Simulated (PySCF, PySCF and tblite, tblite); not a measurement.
# C6H6ClF: telling isomers apart by computed NMR, part 2 of 2

PySCF and tblite. Atoms count from 0.

## 7. Shieldings, isomer B, conformer 1: PBE0/pcSseg-1

What the job is given:

```
{"job": {"xc": "PBE0", "basis": "pcSseg-1", "kind": "nmr", "pop": false}, "charge": 0, "multiplicity": 1}
C      3.245036     0.760775     0.352448
C      2.311011     0.041948     0.142576
C      1.187328    -0.810714    -0.158825
Cl     1.628503    -1.839896    -1.603118
C     -0.031482    -0.020912    -0.500020
C     -1.219442    -0.206367     0.058402
C     -2.482181     0.523677    -0.230033
F     -1.369201    -1.145489     1.022816
H      4.063729     1.383250     0.558855
H      0.998595    -1.512582     0.657543
H      0.080655     0.729531    -1.265443
H     -2.838900     1.014417     0.675129
H     -2.325626     1.264103    -1.006790
H     -3.248702    -0.182214    -0.548576
```

What it wrote:

```text
coarse grid: 12952 points
cycle   1  E = -791.4849110175  dE =  1.087e+00  |g| = 5.866e-01  |ddm| = 3.541e+00
cycle   2  E = -791.4530301044  dE =  3.188e-02  |g| = 7.421e-01  |ddm| = 1.203e+00
cycle   3  E = -791.5555947960  dE = -1.026e-01  |g| = 1.146e-01  |ddm| = 6.336e-01
cycle   4  E = -791.5578381986  dE = -2.243e-03  |g| = 6.316e-02  |ddm| = 1.242e-01
cycle   5  E = -791.5586962683  dE = -8.581e-04  |g| = 2.227e-02  |ddm| = 5.261e-02
cycle   6  E = -791.5588063642  dE = -1.101e-04  |g| = 4.842e-03  |ddm| = 1.933e-02
cycle   7  E = -791.5588114885  dE = -5.124e-06  |g| = 1.608e-03  |ddm| = 5.484e-03
final grid: 122832 points
cycle   8  E = -791.6135258633  dE = -4.200e-05  |g| = 6.705e-03  |ddm| = 4.039e-02
cycle   9  E = -791.6135221375  dE =  3.726e-06  |g| = 7.868e-03  |ddm| = 1.181e-02
cycle  10  E = -791.6135359031  dE = -1.377e-05  |g| = 1.524e-03  |ddm| = 6.423e-03
cycle  11  E = -791.6135363174  dE = -4.143e-07  |g| = 3.921e-04  |ddm| = 1.269e-03
cycle  12  E = -791.6135363445  dE = -2.705e-08  |g| = 2.071e-04  |ddm| = 3.837e-04
cycle  13  E = -791.6135363541  dE = -9.629e-09  |g| = 5.132e-05  |ddm| = 1.723e-04
cycle  14  E = -791.6135363546  dE = -5.639e-10  |g| = 1.676e-05  |ddm| = 6.331e-05
converged SCF energy = -791.6135363546

GIAO shielding tensors (ppm)
atom      isotropic    diamagn.    paramagn.     s11        s22        s33       span
  0 C      103.106     256.110    -153.003     38.282     45.502    225.536    187.254
  1 C      100.926     262.632    -161.706     -4.190      4.400    302.568    306.758
  2 C      139.388     235.542     -96.154    113.380    134.375    170.409     57.030
  3 Cl     660.586    1144.939    -484.353    338.592    574.381   1068.784    730.192
  4 C       72.326     256.432    -184.106    -23.720    106.035    134.663    158.383
  5 C       17.787     249.976    -232.189    -71.373     53.359     71.374    142.748
  6 C      165.960     248.566     -82.606    150.476    157.982    189.423     38.947
  7 F      270.087     476.327    -206.240    161.038    263.612    385.610    224.572
  8 H       29.511      33.434      -3.922     24.798     25.045     38.691     13.893
  9 H       26.219      26.602      -0.383     23.655     23.919     31.083      7.429
 10 H       26.724      32.175      -5.450     24.233     24.772     31.167      6.934
 11 H       29.495      27.769       1.726     25.687     27.227     35.572      9.885
 12 H       29.901      29.065       0.835     25.635     29.340     34.727      9.093
 13 H       29.492      26.740       2.751     25.706     27.270     35.499      9.794
```

It took 21 s on 1 thread of Intel Xeon Platinum 8488C, shared host; peak memory 0.82 GiB.

In short: HOMO -7.54 eV, LUMO -0.84 eV; dipole 2.78 D.

## 8. The ensemble, isomer B: properties at PBE0/pcSseg-1

What the job is given:

```
{"job": {"study": "conf", "smiles": "C#C[C@H](Cl)/C=C(/C)F", "search": {"seed": 9573, "n_embed": 60, "ff_keep": 14, "window": 2.5, "nmax": 6, "temps": [250, 298.15, 350], "t_ref": 298.15, "order": 0.001}, "level": {"nmr": {"xc": "PBE0", "basis": "pcSseg-1"}}, "kind": "conf"}, "charge": 0, "multiplicity": 1}
C      3.245036     0.760775     0.352448
C      2.311011     0.041948     0.142576
C      1.187328    -0.810714    -0.158825
Cl     1.628503    -1.839896    -1.603118
C     -0.031482    -0.020912    -0.500020
C     -1.219442    -0.206367     0.058402
C     -2.482181     0.523677    -0.230033
F     -1.369201    -1.145489     1.022816
H      4.063729     1.383250     0.558855
H      0.998595    -1.512582     0.657543
H      0.080655     0.729531    -1.265443
H     -2.838900     1.014417     0.675129
H     -2.325626     1.264103    -1.006790
H     -3.248702    -0.182214    -0.548576
```

What it wrote:

```text
conformer  sym    E(xTB)   E(DFT)   G(298.15 K)  weight  dipole/D
    1     C1      0.000    0.000    0.000   1.0000    2.783

mean shielding (ppm) by class
class atoms           250 K   298.15 K      350 K
  0 C  0            103.106    103.106    103.106
  1 C  1            100.926    100.926    100.926
  2 C  2            139.388    139.388    139.388
  3 Cl 3            660.586    660.586    660.586
  4 C  4             72.326     72.326     72.326
  5 C  5             17.787     17.787     17.787
  6 C  6             165.96     165.96     165.96
  7 F  7            270.087    270.087    270.087
  8 H  8             29.511     29.511     29.511
  9 H  9             26.219     26.219     26.219
 10 H  10            26.724     26.724     26.724
 11 H  11,12,13      29.629     29.629     29.629
```

Run time: 22 s. Hardware: 1 thread of Intel Xeon Platinum 8488C, shared host. This counts the runs that the step sums up.

The search (ETKDG, MMFF94s, GFN2-xTB) embedded 60 structures, kept 1 distinct ones after the force field and 1 after xTB; 1 was carried on (window 2.5 kcal/mol at the search's own energies). Energies: PBE0/pcSseg-1 with D3(BJ).

Conformer by conformer (298 K):

```tsv
no.	group	mirror pair	ΔE xTB	ΔE DFT	ΔG	weight (%)	μ (D)	Cl3–C2–C4–C5 (°)	A, B, C (GHz)
1	C1	no	0.00	0.00	0.00	100.0	2.78	112	2.43, 0.99, 0.82
```

Energies in kcal/mol. ΔG holds xTB vibrations and rotation, symmetry numbers and mirror pairs.

Shifts against references run at the same level (¹⁹F CFCl3 170.9, ¹H TMS 31.72, ¹³C TMS 186.9, ³⁵Cl HCl 950 ppm of shielding), by class of atoms, at 298 K:

```tsv
atoms	environment	average
C5	fully substituted alkene carbon	169.1
C4	alkene CH	114.6
C1	alkyne carbon	86.0
C0	terminal alkyne carbon	83.8
C2	allylic sp3 CH bonded to Cl	47.5
C6	allylic methyl carbon	21.0
H9	hydrogen on an allylic sp3 CH bonded to Cl	5.50
H10	hydrogen on an alkene CH	4.99
H8	hydrogen on a terminal alkyne carbon	2.21
H11, H12, H13	hydrogen on an allylic methyl carbon	2.09
Cl3	chlorine bonded to C	289
F7	vinylic fluorine	-99.1
```

Effective distances for nuclear Overhauser effects, ⟨r⁻⁶⟩^(−1/6) over all pairs of two classes (Å): H10···H11 2.87; H9···H10 3.09.

## 9. Shieldings, isomer B, conformer 1: BP86/pcSseg-1 in water

What the job is given:

```
{"job": {"xc": "BP86", "basis": "pcSseg-1", "solvent": "water", "kind": "nmr", "pop": false}, "charge": 0, "multiplicity": 1}
C      3.246773     0.754522     0.375886
C      2.315167     0.037129     0.137436
C      1.186314    -0.818060    -0.184853
Cl     1.628241    -1.856702    -1.589212
C     -0.030124    -0.014855    -0.535583
C     -1.205795    -0.191379     0.049089
C     -2.488052     0.519017    -0.217565
F     -1.329520    -1.106616     1.021100
H      4.069626     1.378595     0.602656
H      0.971630    -1.491926     0.650092
H      0.078490     0.719550    -1.322926
H     -2.838026     1.002525     0.695550
H     -2.358705     1.267744    -0.996461
H     -3.246697    -0.200016    -0.530245
```

What it wrote:

```text
coarse grid: 12952 points
cycle   1  E = -792.0313733817  dE =  8.906e-01  |g| = 6.606e-01  |ddm| = 3.623e+00
cycle   2  E = -791.9355250608  dE =  9.585e-02  |g| = 9.499e-01  |ddm| = 1.311e+00
cycle   3  E = -792.1179453771  dE = -1.824e-01  |g| = 1.969e-01  |ddm| = 8.119e-01
cycle   4  E = -792.1263574161  dE = -8.412e-03  |g| = 7.243e-02  |ddm| = 1.824e-01
cycle   5  E = -792.1273664091  dE = -1.009e-03  |g| = 3.461e-02  |ddm| = 6.547e-02
cycle   6  E = -792.1276291117  dE = -2.627e-04  |g| = 9.740e-03  |ddm| = 2.859e-02
cycle   7  E = -792.1276504639  dE = -2.135e-05  |g| = 3.581e-03  |ddm| = 1.094e-02
cycle   8  E = -792.1276533128  dE = -2.849e-06  |g| = 1.244e-03  |ddm| = 4.330e-03
final grid: 122832 points
cycle   9  E = -792.1994785324  dE = -5.397e-05  |g| = 5.786e-03  |ddm| = 5.251e-02
cycle  10  E = -792.1994732858  dE =  5.247e-06  |g| = 6.796e-03  |ddm| = 9.973e-03
cycle  11  E = -792.1994840625  dE = -1.078e-05  |g| = 1.952e-03  |ddm| = 6.504e-03
cycle  12  E = -792.1994846966  dE = -6.341e-07  |g| = 8.383e-04  |ddm| = 2.257e-03
cycle  13  E = -792.1994848971  dE = -2.005e-07  |g| = 2.696e-04  |ddm| = 7.504e-04
cycle  14  E = -792.1994848596  dE =  3.748e-08  |g| = 6.572e-05  |ddm| = 2.225e-04
cycle  15  E = -792.1994848605  dE = -9.584e-10  |g| = 1.846e-05  |ddm| = 6.802e-05
converged SCF energy = -792.1994848605

GIAO shielding tensors (ppm)
atom      isotropic    diamagn.    paramagn.     s11        s22        s33       span
  0 C      100.879     254.633    -153.754     34.758     43.144    224.735    189.977
  1 C       95.302     261.141    -165.838     -9.237     -0.832    295.976    305.214
  2 C      132.215     239.296    -107.081    104.617    127.448    164.581     59.964
  3 Cl     671.775    1145.275    -473.500    360.392    594.109   1060.824    700.432
  4 C       71.248     256.824    -185.577    -18.001    102.429    129.315    147.316
  5 C       11.413     250.345    -238.932    -71.448     41.622     64.065    135.513
  6 C      160.808     249.220     -88.413    145.747    150.867    185.808     40.062
  7 F      249.352     476.963    -227.611    139.929    226.855    381.272    241.344
  8 H       28.877      33.095      -4.218     24.175     24.452     38.003     13.827
  9 H       25.802      27.022      -1.220     23.216     23.649     30.542      7.326
 10 H       26.474      32.168      -5.693     24.103     24.588     30.733      6.630
 11 H       29.334      27.659       1.676     25.697     27.146     35.159      9.461
 12 H       29.577      28.899       0.678     25.455     28.974     34.302      8.847
 13 H       29.327      26.493       2.834     25.723     27.175     35.083      9.360
```

Run time: 18 s. Hardware: 1 thread of Intel Xeon Platinum 8488C, shared host; peak memory 0.73 GiB.

In short: HOMO -6.33 eV, LUMO -1.80 eV; dipole 3.39 D.

## 10. Single-point energy, isomer B, conformer 1: PBE0/pcseg-1 in water

The job, as its differences from that of step 9:

```diff
@@ -1,2 +1,2 @@
-{"job": {"xc": "BP86", "basis": "pcSseg-1", "solvent": "water", "kind": "nmr", "pop": false}, "charge": 0, "multiplicity": 1}
+{"job": {"xc": "PBE0", "basis": "pcseg-1", "solvent": "water", "kind": "sp"}, "charge": 0, "multiplicity": 1}
 C      3.246773     0.754522     0.375886
```

What it wrote:

```text
coarse grid: 12952 points
cycle   1  E = -791.4714789422  dE =  1.090e+00  |g| = 5.176e-01  |ddm| = 4.105e+00
cycle   2  E = -791.4497553565  dE =  2.172e-02  |g| = 6.250e-01  |ddm| = 1.108e+00
cycle   3  E = -791.5296355476  dE = -7.988e-02  |g| = 9.262e-02  |ddm| = 5.778e-01
cycle   4  E = -791.5312075292  dE = -1.572e-03  |g| = 4.682e-02  |ddm| = 1.077e-01
cycle   5  E = -791.5316980359  dE = -4.905e-04  |g| = 1.481e-02  |ddm| = 4.495e-02
cycle   6  E = -791.5317473983  dE = -4.936e-05  |g| = 3.901e-03  |ddm| = 1.545e-02
cycle   7  E = -791.5317508636  dE = -3.465e-06  |g| = 9.343e-04  |ddm| = 4.268e-03
final grid: 122832 points
cycle   8  E = -791.5888146709  dE = -3.197e-05  |g| = 5.771e-03  |ddm| = 4.299e-02
cycle   9  E = -791.5888135280  dE =  1.143e-06  |g| = 6.541e-03  |ddm| = 1.160e-02
cycle  10  E = -791.5888234389  dE = -9.911e-06  |g| = 1.056e-03  |ddm| = 5.969e-03
cycle  11  E = -791.5888236409  dE = -2.020e-07  |g| = 2.034e-04  |ddm| = 1.035e-03
cycle  12  E = -791.5888236465  dE = -5.586e-09  |g| = 1.340e-04  |ddm| = 2.831e-04
cycle  13  E = -791.5888236508  dE = -4.269e-09  |g| = 3.092e-05  |ddm| = 1.265e-04
cycle  14  E = -791.5888236510  dE = -2.321e-10  |g| = 5.866e-06  |ddm| = 4.274e-05
converged SCF energy = -791.5888236510
```

It took 8.5 s on 1 thread of Intel Xeon Platinum 8488C, shared host; peak memory 0.65 GiB.

Key values: HOMO -7.49 eV, LUMO -0.80 eV; dipole 3.48 D.

## 11. Averages, isomer B: properties at BP86/pcSseg-1 in water

What the job is given:

```
{"job": {"study": "conf", "smiles": "C#C[C@H](Cl)/C=C(/C)F", "search": {"seed": 9573, "n_embed": 60, "ff_keep": 14, "window": 2.5, "nmax": 6, "temps": [250, 298.15, 350], "t_ref": 298.15, "order": 0.001}, "level": {"nmr": {"xc": "BP86", "basis": "pcSseg-1", "solvent": "water"}, "sp": {"xc": "PBE0", "basis": "pcseg-1", "solvent": "water"}, "alter": {"geometry": "GFN1-xTB"}, "change": "BP86/pcSseg-1; solvent water; energies PBE0/pcseg-1; GFN1-xTB geometries"}, "kind": "conf"}, "charge": 0, "multiplicity": 1}
C      3.246773     0.754522     0.375886
C      2.315167     0.037129     0.137436
C      1.186314    -0.818060    -0.184853
Cl     1.628241    -1.856702    -1.589212
C     -0.030124    -0.014855    -0.535583
C     -1.205795    -0.191379     0.049089
C     -2.488052     0.519017    -0.217565
F     -1.329520    -1.106616     1.021100
H      4.069626     1.378595     0.602656
H      0.971630    -1.491926     0.650092
H      0.078490     0.719550    -1.322926
H     -2.838026     1.002525     0.695550
H     -2.358705     1.267744    -0.996461
H     -3.246697    -0.200016    -0.530245
```

What it wrote:

```text
conformer  sym    E(xTB)   E(DFT)   G(298.15 K)  weight  dipole/D
    1     C1      0.000    0.000    0.000   1.0000    3.477

mean shielding (ppm) by class
class atoms           250 K   298.15 K      350 K
  0 C  0            100.879    100.879    100.879
  1 C  1             95.302     95.302     95.302
  2 C  2            132.215    132.215    132.215
  3 Cl 3            671.775    671.775    671.775
  4 C  4             71.248     71.248     71.248
  5 C  5             11.413     11.413     11.413
  6 C  6            160.808    160.808    160.808
  7 F  7            249.352    249.352    249.352
  8 H  8             28.877     28.877     28.877
  9 H  9             25.802     25.802     25.802
 10 H  10            26.474     26.474     26.474
 11 H  11,12,13      29.413     29.413     29.413
```

It took 26 s on 1 thread of Intel Xeon Platinum 8488C, shared host. This counts the runs that the step sums up.

Against the first level, at 298 K (shieldings, ppm; largest changes first):

```tsv
atoms	PBE0/pcSseg-1	BP86/pcSseg-1 in water	change
F7	270.1	249.4	-20.7
Cl3	661	672	+11
C2	139.4	132.2	-7.2
C5	17.8	11.4	-6.4
C1	100.9	95.3	-5.6
C6	166.0	160.8	-5.2
C0	103.1	100.9	-2.2
C4	72.3	71.2	-1.1
H8	29.51	28.88	-0.63
H9	26.22	25.80	-0.42
```

Weights: from PBE0/pcSseg-1 energies 1: 100 %; from PBE0/pcseg-1 in water energies 1: 100 % (with a dispersion term where the level has one and the same thermal terms, so they don't follow from the SCF energies alone). Times: 22 s and 26 s.

## 12. Assigning the signals

What the job is given:

```
{"job": {"study": "set", "relation": "E/Z isomers", "members": [{"smiles": "[CH:1]#[C:2][C@H:3]([Cl:4])/[CH:5]=[C:6](\\[CH3:7])[F:8]"}, {"smiles": "[CH:1]#[C:2][C@H:3]([Cl:4])/[CH:5]=[C:6](/[CH3:7])[F:8]"}], "charge": 0, "search": {"seed": 9573, "n_embed": 60, "ff_keep": 14, "window": 2.5, "nmax": 6, "temps": [250, 298.15, 350], "t_ref": 298.15, "order": 0.001}, "level": {"nmr": {"xc": "PBE0", "basis": "pcSseg-1"}}, "dp4": {"C": [2.0, 10], "H": [0.15, 10]}, "second_levels": [{"nmr": {"xc": "BP86", "basis": "pcSseg-1", "solvent": "water"}, "wide": true, "sp": {"xc": "PBE0", "basis": "pcseg-1", "solvent": "water"}, "alter": {"geometry": "GFN1-xTB"}, "change": "BP86/pcSseg-1; solvent water; energies PBE0/pcseg-1; GFN1-xTB geometries"}], "kind": "set"}, "charge": 0, "multiplicity": 1}
C      3.334722     0.435286    -0.555287
C      2.235050     0.322120    -0.096082
C      0.922095     0.134802     0.468073
Cl     1.090112    -0.969106     1.926919
C     -0.022126    -0.483335    -0.504762
C     -1.343299    -0.420330    -0.400468
C     -2.180462     0.232879     0.640825
F     -2.081425    -1.019329    -1.363924
H      4.294080     0.556521    -0.961891
H      0.543725     1.075816     0.874585
H      0.417295    -1.039247    -1.319633
H     -2.592280     1.168724     0.261832
H     -1.603368     0.426910     1.538226
H     -3.014797    -0.422184     0.886403
```

What it wrote:

```text
isomer  G rel   conformers  SMILES
A     1.702      2   C#C[C@H](Cl)/C=C(\C)F
B     0.000      1   C#C[C@H](Cl)/C=C(/C)F

signals of isomer B at the second level: probabilities [4e-05, 0.99996]
```

It took 96 s on 1 thread of Intel Xeon Platinum 8488C, shared host; peak memory 0.82 GiB. This counts the whole study up to here.

The 2 candidates (E/Z isomers), with energies and dipoles from their ensembles above, at 298 K; shieldings at PBE0/pcSseg-1:

```tsv
isomer	SMILES	conformers	ΔE	ΔG	μ rms (D)
A	C#C[C@H](Cl)/C=C(\C)F	2	2.37	1.70	1.83
B	C#C[C@H](Cl)/C=C(/C)F	1	0.00	0.00	2.78
```

Energies in kcal/mol.

The signals of isomer B, computed at a second level (BP86/pcSseg-1 in water on GFN1-xTB geometries), stand in for a spectrum. The test takes 6 C values, 4 H values (hydrogens on carbon alone). Each candidate's shieldings are matched to them by assigned atoms (like hydrogens of one group may swap) by a straight-line fit, or by a shift alone where signals are few or close (slope 1; a small slope inflates the errors), and the errors are weighed by Student-t tails (C: width 2.0 ppm, H: width 0.15 ppm).

```tsv
candidate	C slope	C mean error	C largest	H slope	H mean error	H largest	P(C)	P(H)	P(all)
A	1.07	1.0	2.0	0.99	0.47	0.81	97.0	0.0	0.0
B	1.00	1.9	3.4	1.01	0.15	0.24	3.0	100.0	100.0
```

Errors in ppm, probabilities in per cent.

## 13. Outcome

What follows sums up all 2 parts.

| quantity | value |
| --- | --- |
| conformers, isomer A | 2; the first in weight is no. 1 (C1), 72 % at 298 K |
| root-mean-square dipole, isomer A | 1.83 D |
| averaged ¹³C shifts, isomer A (PBE0/pcSseg-1) | 177.7, 114.9, 86.5, 84.7, 49.8, 17.9 ppm |
| averaged ¹H shifts, isomer A (PBE0/pcSseg-1) | 5.82, 5.08, 2.31, 2.24 ppm |
| averaged ¹⁹F shifts, isomer A (PBE0/pcSseg-1) | -81.0 ppm |
| conformers, isomer B | 1; the first in weight is no. 1 (C1), 100 % at 298 K |
| root-mean-square dipole, isomer B | 2.78 D |
| averaged ¹³C shifts, isomer B (PBE0/pcSseg-1) | 169.1, 114.6, 86.0, 83.8, 47.5, 21.0 ppm |
| averaged ¹H shifts, isomer B (PBE0/pcSseg-1) | 5.50, 4.99, 2.21, 2.09 ppm |
| averaged ¹⁹F shifts, isomer B (PBE0/pcSseg-1) | -99.1 ppm |
| lowest in free energy | isomer B |
| signals of B (BP86/pcSseg-1 in water on GFN1-xTB geometries) | best fit B, 100 % |

Conformer 1 leads for isomer A with 72 % at 298 K, and its share goes from 73 % at 250 K to 72 % at 350 K. Among conformers of isomer A over 5 %, C5 differs by 5.4 ppm, while the average moves by 0.1 ppm from 250 to 350 K. The search found one conformer for isomer B in the window, so the averages are its own values. Between PBE0/pcSseg-1 and BP86/pcSseg-1 in water, F7 of isomer B changes most, by 20.7 ppm of raw shielding (the geometries differ too). The test names the right isomer, B, with 100 %. Carbon and hydrogen point to different candidates. The stand-in spectrum is computed, so it shares conformers and some errors with the candidates; a measured one would test harder.
